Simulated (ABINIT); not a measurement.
The system is SbC.

```
Sb C
1.0
     0.00000    2.44707    2.44707
     2.44707    0.00000    2.44707
     2.44707    2.44707    0.00000
Sb C
1 1
Direct
  0.00000 0.00000 0.00000
  0.50000 0.50000 0.50000
```

The cell was built by a generator and needn't be a form met in nature.

* Program: ABINIT 10.8.3 (patched build)
* Task: relaxation of cell and atoms
* Functional: PBE
* Dispersion: D3
* Potentials or basis: Ansatz PAW PBE default generated set, frozen core
* Cutoff: 419 eV
* k mesh: 7 × 7 × 7
* Occupations: fermi-dirac, width 0.05 eV
* Spin: no spin polarisation

At the start: pressure -2.5 GPa; volume 14.65 Å³/atom.

Problem. Where does the relaxation end?

Solution. Over 4 steps the energy falls by 2.1 meV/atom and the volume is 14.38 Å³/atom (-1.9 %); space group Fm-3m (No. 225, to 0.05 Å).

Step by step:
| step | energy change (eV) | largest force (eV/Å) | pressure (GPa) | volume (Å³) |
| --- | --- | --- | --- | --- |
| 1 | 0.0000 | 0.0000 | -2.45 | 29.31 |
| 2 | -0.0027 | 0.0000 | -1.50 | 29.09 |
| 3 | -0.0042 | 0.0000 | 0.05 | 28.75 |
| 4 | -0.0042 | 0.0000 | 0.00 | 28.76 |

Final structure:
```
Sb C
1.0
     0.00000    2.43182    2.43182
     2.43182    0.00000    2.43182
     2.43182    2.43182    0.00000
Sb C
1 1
Direct
  0.00000 0.00000 0.00000
  0.50000 0.50000 0.50000
```

Caveat: pairwise dispersion overbinds metals, which lowers pressure and volume; the atomic spheres overlap.
